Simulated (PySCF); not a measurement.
# C3H6Ge: the cost of one run

Computed with PySCF 2.14.0, with density-fitted response routines of our own, on a single molecule in the gas phase. Atoms count from 0, in the outputs and in this text.

### Step 1. The starting structure

10 atoms, charge 0, multiplicity 1; geometry from: GFN2-xTB. The atoms were then displaced at random by about 0.01 Å, so the start is not that level's minimum.

Bonds of the start (Å): Ge0–C1 1.99, C1–C2 1.52, C2–C3 1.32, C3–C1 1.49, Ge0–H4 1.51, Ge0–H5 1.46, Ge0–H6 1.50, C1–H7 1.10, C2–H8 1.03, C3–H9 1.08.

### Step 2. Optimising the geometry at PBE0-D3(BJ)/def2-SVP

What the job is given:

```
{"job": {"xc": "PBE0", "basis": "def2-SVP", "d3": "d3bj", "grid": 1, "shake": 0.01, "kind": "geom"}, "charge": 0, "multiplicity": 1}
Ge     1.445640    -0.033210    -0.462020
C     -0.411190     0.530310    -0.028350
C     -1.584590    -0.433620    -0.078040
C     -1.143730    -0.081010     1.111130
H      1.728110     0.151160    -1.933020
H      1.653730    -1.438850    -0.122320
H      2.458260     0.799700     0.268210
H     -0.612910     1.583580    -0.265100
H     -2.212750    -0.969740    -0.693570
H     -1.270140    -0.129240     2.182010
```

Launch:

```bash
$ OMP_NUM_THREADS=1 python probes_run.py task.json out
```

One launch serves the whole session: the jobs run in the order shown.

Q: Estimate the wall time and peak memory of this first job on 1 thread of Arm Neoverse V2, shared host.

About 28 s, with a peak of 0.42 GiB.
